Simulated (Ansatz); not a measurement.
What does this script print? It uses Ansatz 0.2.0, Python API.

The script, `run_edit.py`:
```python
import warnings

import ansatz as az

warnings.simplefilter("ignore", az.DeckWarning)

crystal = (
    az.Lattice.of([3.12604, 0.0, 0.0], [0.0, 3.12604, 0.0], [0.0, 0.0, 3.12604])
    .atom("Zr", [0.0, 0.0, 0.0])
    .atom("H", [0.0, 0.5, 0.5])
    .atom("H", [0.5, 0.0, 0.5])
    .atom("H", [0.5, 0.5, 0.0])
)

base = (
    crystal.calculation()
    .basis(31 * az.Ry)
    .occupations(az.OccupationsMethod.METHFESSEL_PAXTON, width=50 * az.meV)
    .kpoints(8, 8, 8)
    .functional(az.Functional.PBESOL)
    .band_table()
)
typed = base.input()
rows = []
for value in [1, 2, 3]:
    edited = typed.set(az.key.basis.xc_grid, value)
    data = az.Session.from_dict(edited).plan().execute().report
    rows.append((value, data["free_energy_ev"], data["n_iterations"], len(data["eigenvalues_ev"][0]) if "eigenvalues_ev" in data else 0))
print("       xc grid            F eV      iterations    bands listed")
for row in rows:
    print(f"{str(row[0]):>14s}  {row[1]:14.5f}  {row[2]:14d}  {row[3]:14d}")
```

Running `python run_edit.py` prints:
```text
       xc grid            F eV      iterations    bands listed
             1     -4177.00521               6              12
             2     -4177.00521               6              12
             3     -4177.00521               6              12
```

Reading the output:
- Total energies depend on the potentials; only differences at equal settings carry meaning. A total without «per atom» is that of the cell as typed.
- No spin polarisation was allowed.
- For a metal this k-point mesh is coarse: on a finer one energies can move by several to tens of meV an atom and pressures by half a GPa or more, differences at one mesh by less.
- The structure comes from a database of computed cells and needn't be a stable or known phase.
- Run time: 3.4 s on 1 thread of Arm Neoverse V1 (shared host), peak memory 0.33 GiB.
